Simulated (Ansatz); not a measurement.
# C₃H₆BNO: small, medium and large basis sets

An exercise on one series of results from a longer session: the logs are not shown, and one member is left open.

Method: one geometry, several basis sets; program: Ansatz 0.2.0, Gaussian basis.

The runs, in order: PBE0-D4/def2-SVP; ωB97M-V/def2-SVP; PBE0-D4/def2-QZVPP; ωB97M-V/def2-QZVPP; the functionals' def2-TZVPP values are taken from earlier runs.

## Structure used throughout

All runs share one geometry, relaxed beforehand with PBE0-D4 in a triple-zeta def2 set.

SMILES `CB(C)N=C=O`, 12 atoms, charge 0, spin multiplicity 1.

Atoms are counted from 1 here; the program's logs count them from 0.

Bond lengths: C1–B2 1.563 Å, C1–H7 1.099 Å, C1–H8 1.091 Å, C1–H9 1.092 Å, B2–C3 1.566 Å, B2–N4 1.431 Å, C3–H10 1.099 Å, C3–H11 1.093 Å, C3–H12 1.091 Å, N4–C5 1.195 Å, C5–O6 1.165 Å. Angles: B2–C1–H7 107.4°, B2–C1–H8 113.6°, B2–C1–H9 113.0°, H7–C1–H8 106.6°, H7–C1–H9 106.1°, H8–C1–H9 109.7°, C1–B2–C3 122.5°, C1–B2–N4 118.2°, C3–B2–N4 119.3°, B2–C3–H10 107.4°, B2–C3–H11 112.3°, B2–C3–H12 114.3°, H10–C3–H11 105.8°, H10–C3–H12 107.0°, H11–C3–H12 109.5°, B2–N4–C5 156.0°, N4–C5–O6 176.1°.

Set-up of the first run:

in.yaml reads:

```yaml
crystal:
  periodic: [false, false, false]
  atoms:
    - {symbol: C, position_ang: [-0.348458, -1.637681, -0.061884]}
    - {symbol: B, position_ang: [-0.039614, -0.106788, 0.007119]}
    - {symbol: C, position_ang: [1.410387, 0.465918, -0.144504]}
    - {symbol: N, position_ang: [-1.130626, 0.794483, 0.216782]}
    - {symbol: C, position_ang: [-1.657447, 1.859164, 0.343374]}
    - {symbol: O, position_ang: [-2.239606, 2.859719, 0.475932]}
    - {symbol: H, position_ang: [-0.547766, -1.884846, -1.114365]}
    - {symbol: H, position_ang: [-1.237442, -1.929684, 0.499856]}
    - {symbol: H, position_ang: [0.498657, -2.257357, 0.240029]}
    - {symbol: H, position_ang: [1.886699, 0.421919, 0.844896]}
    - {symbol: H, position_ang: [2.032163, -0.146546, -0.802302]}
    - {symbol: H, position_ang: [1.450055, 1.506498, -0.470932]}
basis:
  gaussian: {orbitals: def2-SVP}
hamiltonian: {xc: pbe0, dispersion: d4}
output: {orbitals: {seedname: orbitals}}
```

Started as:

```sh
ansatz run in.yaml --threads 4 --pin off --events-out ev --progress --plain --max-ram 10444MiB
```

Steps of the session up to this table: PBE0-D4 in def2-SVP; ωB97M-V in def2-SVP; PBE0-D4 in def2-QZVPP; ωB97M-V in def2-QZVPP.

One table of the session follows, with a row left open; its other results are not shown here.

It belongs to the step «Density functionals: the series». 

| functional | basis | HOMO (eV) |
| --- | --- | --- |
| PBE0-D4 | def2-SVP | -7.99 |
| PBE0-D4 | def2-TZVPP | -8.09 |
| PBE0-D4 | def2-QZVPP | -8.11 |
| ωB97M-V | def2-SVP | -10.21 |
| ωB97M-V | def2-TZVPP | -10.33 |
| ωB97M-V | def2-QZVPP | ? |

**Question.** Estimate the row for ωB97M-V, def2-QZVPP.

**Answer.** HOMO (eV): -10.35. In the column «HOMO (eV)» it is the lowest.
